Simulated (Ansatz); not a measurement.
Run this with the Ansatz DFT code, driven from Python and show what comes out.

`scf_zrrh3.py`
```python
"""Single point of ZrRh3, atoms off their sites."""

from pathlib import Path
import argparse
import json
import warnings

import ansatz as az

parser = argparse.ArgumentParser(description="Single point of ZrRh3, atoms off their sites.")
parser.add_argument("--xc", default="r2SCAN", help="exchange-correlation functional")
parser.add_argument("--mesh", type=int, nargs=3, default=[3, 3, 3], help="k-point sampling")
parser.add_argument("--filling", required=True, help="how the bands are filled")
parser.add_argument("--max-iterations", type=int, required=True, help="SCF control")
args = parser.parse_args()


def main() -> None:
    warnings.simplefilter("ignore", az.DeckWarning)

    zrrh3 = (
        az.Lattice.of((3.92811, 0.03124, -0.0102), (0.03124, 3.9303, 0.02128), (-0.0102, 0.02128, 3.98892))
        .atom("Zr", (0.99897, 0.00019, 0.99977))
        .atom("Rh", (0.99669, 0.50271, 0.50815))
        .atom("Rh", (0.49167, 0.00711, 0.50228))
        .atom("Rh", (0.50502, 0.49844, 0.00622))
    )

    # functional, basis and sampling
    calculation = (
        zrrh3.calculation()
        .pseudopotentials("nc")
        .functional(args.xc)
        .kpoints(*args.mesh, center="gamma")
        .occupations(args.filling, width=200 * az.meV)
        .scf(max_iterations=args.max_iterations)
        .compute(band_table=True)
    )
    planned = calculation.session().plan(threads=1)
    facts = planned.describe()
    print("plan:", facts["n_bands"], "bands,", len(facts["kpoints_frac"]), "k-points, plane waves", facts["n_pw_range"], "grid", facts["fft_dense"])
    result = planned.execute()
    summary = result.report

    n_atoms = len(summary["lattice"]["sites"])
    print("F =", round(summary["free_energy_ev"], 4), "eV for", n_atoms, "atoms")
    print("E(sigma -> 0) =", round(summary["energy_sigma0_ev"], 4), "eV, TS =", round(summary["entropy_ts_ev"], 5), "eV")
    print("closed by", summary["closed_by"], "after", summary["n_iterations"], "iterations")

    used = summary["setup"]
    print("cutoffs (eV):", used["ecut_ev"], used["ecutrho_ev"], " FFT grid:", used["fft_dense"])
    print("cell volume {:.3f} A^3, {} symmetry operations".format(used["cell_volume_ang3"], used["n_sym_ops"]))

    keep = ["free_energy_ev", "energy_sigma0_ev", "fermi_energy_ev", "n_iterations", "converged", "magnetization_mub", "n_kpoints"]
    with open("zrrh3.json", "w") as handle:
        json.dump({key: summary[key] for key in keep}, handle, indent=1)

    fermi = summary["fermi_energy_ev"]
    print("levels less the Fermi level (eV) at the first k-points")
    for k, levels in list(zip(summary["kpoints_frac"], summary["eigenvalues_ev"]))[:6]:
        print("k = ({:.3f}, {:.3f}, {:.3f})".format(*k))
        print("   ", " ".join(f"{e - fermi:.3f}" for e in levels))

    lines = ["| quantity | value |", "|---|---|"]
    lines.append(f"| free energy per atom | {summary['free_energy_ev'] / len(result.lattice.sites):.4f} eV |")
    lines.append(f"| Fermi level | {summary['fermi_energy_ev']:.3f} eV |")
    lines.append(f"| volume per atom | {summary['setup']['cell_volume_ang3'] / len(result.lattice.sites):.3f} A^3 |")
    lines.append(f"| valence electrons | {summary['n_electrons']:g} |")
    Path("summary.md").write_text("\n".join(lines) + "\n")


if __name__ == "__main__":
    main()
```

Output of `python scf_zrrh3.py --filling cold --max-iterations 200`:
```text
plan: 38 bands, 14 k-points, plane waves [5782, 5809] grid [45, 45, 48]
F = -10921.7783 eV for 4 atoms
E(sigma -> 0) = -10921.7556 eV, TS = 0.06795 eV
closed by deck_thresholds after 12 iterations
cutoffs (eV): 1197.300995 4789.20398  FFT grid: [45, 45, 48]
cell volume 61.577 A^3, 1 symmetry operations
levels less the Fermi level (eV) at the first k-points
k = (0.000, 0.000, 0.000)
    -80.452 -80.375 -80.373 -50.472 -47.728 -47.712 -47.699 -47.501 -47.500 -47.490 -47.344 -47.338 -47.329 -27.818 -27.813 -27.807 -7.208 -5.629 -5.626 -5.287 -5.056 -5.052 -5.043 -2.321 -2.234 -2.026 -0.466 -0.323 0.560 1.036 1.058 1.144 3.543 3.753 3.783 3.925 4.023 5.153
k = (0.000, 0.000, 0.333)
    -80.438 -80.388 -80.375 -50.483 -47.688 -47.659 -47.608 -47.527 -47.518 -47.487 -47.415 -47.374 -47.359 -27.895 -27.830 -27.821 -5.851 -4.914 -4.687 -4.594 -4.501 -4.090 -4.076 -3.064 -1.863 -1.780 -1.326 -1.159 -1.064 -0.608 -0.147 -0.087 1.140 2.151 2.248 3.038 3.374 5.144
k = (0.000, 0.333, 0.000)
    -80.435 -80.391 -80.374 -50.484 -47.668 -47.656 -47.619 -47.521 -47.512 -47.500 -47.428 -47.376 -47.358 -27.901 -27.829 -27.826 -5.814 -4.880 -4.638 -4.544 -4.480 -4.100 -4.068 -2.966 -1.873 -1.831 -1.224 -1.183 -1.125 -0.595 -0.158 0.017 1.050 2.086 2.154 2.959 3.519 5.013
k = (0.000, 0.333, 0.333)
    -80.424 -80.391 -80.386 -50.486 -47.676 -47.619 -47.597 -47.569 -47.522 -47.481 -47.427 -47.411 -47.338 -27.891 -27.876 -27.839 -4.826 -4.263 -3.928 -3.854 -3.802 -3.657 -3.335 -3.032 -2.827 -2.177 -1.961 -1.742 -1.393 -1.267 -0.860 -0.104 -0.012 2.397 2.541 2.672 3.017 4.092
k = (0.000, 0.333, -0.333)
    -80.422 -80.393 -80.384 -50.486 -47.658 -47.623 -47.604 -47.558 -47.523 -47.494 -47.425 -47.413 -47.343 -27.897 -27.874 -27.839 -4.777 -4.217 -3.922 -3.835 -3.794 -3.627 -3.267 -3.034 -2.883 -2.186 -2.000 -1.667 -1.473 -1.354 -0.903 -0.075 0.023 2.426 2.472 2.641 2.991 4.028
k = (0.333, 0.000, 0.000)
    -80.435 -80.393 -80.373 -50.484 -47.671 -47.650 -47.620 -47.520 -47.512 -47.503 -47.429 -47.376 -47.357 -27.901 -27.830 -27.826 -5.812 -4.878 -4.633 -4.538 -4.476 -4.107 -4.069 -2.960 -1.886 -1.824 -1.223 -1.189 -1.118 -0.606 -0.172 0.034 1.043 2.071 2.165 2.958 3.529 5.010
```

File `summary.md` afterwards:
```text
| quantity | value |
|---|---|
| free energy per atom | -2730.4446 eV |
| Fermi level | 20.200 eV |
| volume per atom | 15.394 A^3 |
| valence electrons | 63 |
```

`zrrh3.json`, as written:
```json
{
 "free_energy_ev": -10921.778291667119,
 "energy_sigma0_ev": -10921.75564001662,
 "fermi_energy_ev": 20.199506166767094,
 "n_iterations": 12,
 "converged": true,
 "magnetization_mub": 0.0,
 "n_kpoints": 14
}
```

Notes:
- These settings explore the input space; cutoff and mesh may be short of convergence.
- Such functionals run on norm-conserving files made under PBE, which can move pressures by some GPa.
- The computed bands are complete only to about 4.0 eV above the Fermi level.
- For a metal this mesh is far too coarse, so the numbers only illustrate the procedure.
- The cell is a database structure, distorted on purpose.
- Levels are Kohn-Sham eigenvalues on this mesh, without spin-orbit coupling.
- Run time: 22 s on 1 thread of Arm Neoverse V1 (shared host), peak memory 0.45 GiB.

(Lines on the test bed's own set-up are left out of the output.)
